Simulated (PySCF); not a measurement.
# IH2: a ladder of methods

Aim: at the PBE0 minimum of doublet IH2, found before, compare methods on energies and levels.

Computed with PySCF 2.14.0. Level: several methods, basis I def2-TZVP with ECP28, H def2-TZVP, scalar-relativistic core potentials, no spin–orbit coupling, density fitting.

## 1. The starting structure

3 atoms, charge 0, spin multiplicity 2.

Bond lengths: I1–H2 1.792 Å, I1–H3 1.792 Å. Angles: H2–I1–H3 154.6°.

Coordinates in bohr (charge 0 multiplicity 2):
```
I     0.0000    0.0116    0.0000
H     0.0000   -0.7330    3.3035
H     0.0000   -0.7330   -3.3035
```

## 2. PBE0

One driver script runs all steps and calls PySCF; scf.py shows the equivalent input of each level. Each SCF starts from the density of the minimum. The driver also runs the species with one electron less or more at the same geometry (one less: multiplicity 1, one more: multiplicity 1); their logs are not shown.

File scf.py:

```python
from pyscf import gto, scf, dft
mol = gto.M(atom='''
I     -0.000000     0.006161    -0.000000
H      0.000000    -0.387866     1.748133
H      0.000000    -0.387866    -1.748133''',
    basis={'I': 'def2-TZVP', 'H': 'def2-TZVP'},
    ecp={'I': 'def2-TZVP'},
    charge=0, spin=1)
mf = dft.UKS(mol, xc='PBE0')
mf.grids.atom_grid = (99, 590)
aux = {'I': 'def2-universal-JKFIT', 'H': 'def2-universal-JKFIT'}
mf = mf.density_fit(auxbasis=aux)
mf.kernel()
```

## 3. CCSD(T)

scf.py, as its differences from that of step 2:

```diff
@@ -9,2 +9 @@
-mf = dft.UKS(mol, xc='PBE0')
-mf.grids.atom_grid = (99, 590)
+mf = scf.UHF(mol)
@@ -13,0 +13,3 @@
+from pyscf import cc
+mycc = cc.CCSD(mf, frozen=4).run()
+mycc.ccsd_t()
```

## 4. HF

scf.py, as its differences from that of step 3:

```diff
@@ -13,3 +12,0 @@
-from pyscf import cc
-mycc = cc.CCSD(mf, frozen=4).run()
-mycc.ccsd_t()
```

## 5. PBE

scf.py, as its differences from that of step 4:

```diff
@@ -9 +9,2 @@
-mf = scf.UHF(mol)
+mf = dft.UKS(mol, xc='PBE')
+mf.grids.atom_grid = (99, 590)
```

## 6. r2SCAN

scf.py, as its differences from that of step 5:

```diff
@@ -9 +9 @@
-mf = dft.UKS(mol, xc='PBE')
+mf = dft.UKS(mol, xc='R2SCAN')
```

## 7. B3LYP

scf.py, as its differences from that of step 6:

```diff
@@ -9 +9 @@
-mf = dft.UKS(mol, xc='R2SCAN')
+mf = dft.UKS(mol, xc='B3LYP')
```

## 8. TPSSh

scf.py, as its differences from that of step 7:

```diff
@@ -9 +9 @@
-mf = dft.UKS(mol, xc='B3LYP')
+mf = dft.UKS(mol, xc='TPSSH')
```

## 9. LC-wPBE

scf.py, as its differences from that of step 8:

```diff
@@ -9 +9 @@
-mf = dft.UKS(mol, xc='TPSSH')
+mf = dft.UKS(mol, xc='LC_WPBE')
```

## 10. BP86

scf.py, as its differences from that of step 9:

```diff
@@ -9 +9 @@
-mf = dft.UKS(mol, xc='LC_WPBE')
+mf = dft.UKS(mol, xc='B88,P86')
```

(Steps that only read results are left out.)

What does the calculation give? Wanted: atomisation energy, CCSD(T) in this basis; vertical ionisation energy, CCSD(T); vertical electron affinity, CCSD(T); orbital gap, range; T1, D1; T1, D1 of the cation; T1, D1 of the anion.

As calculated:

```
                                 quantity                         value
atomisation energy, CCSD(T) in this basis                    284 kJ/mol
      vertical ionisation energy, CCSD(T)                       8.96 eV
      vertical electron affinity, CCSD(T)                       0.97 eV
                       orbital gap, range  1.43 (BP86) to 10.47 (HF) eV
                                   T1, D1                  0.016, 0.072
                     T1, D1 of the cation                  0.009, 0.026
                      T1, D1 of the anion                  0.014, 0.048
```

The functionals' atomisation energies stand +4 kJ/mol (LC-wPBE) to +69 kJ/mol (BP86) from CCSD(T); much of that can be the slow basis convergence of CCSD(T), which binds tens of kJ/mol more at its limit, so it ranks no functional. HF lacks the correlation that pairing electrons in bonds brings, so it binds too weakly, by 138 kJ/mol even against this CCSD(T). Against CCSD(T), the vertical ionisation energy is best met by HF (+0.07 eV) and worst by r2SCAN (+0.40 eV). Against CCSD(T), the vertical electron affinity is best met by LC-wPBE (+0.12 eV) and worst by HF (-0.84 eV). The PBE orbital energy is a poor guide to ionisation (5.7 eV, 3.3 eV too small); the difference of PBE energies gives 9.1 eV. Without diffuse functions electron affinities tend to come out too low. Spin–orbit coupling, left out here, can matter for elements this heavy.
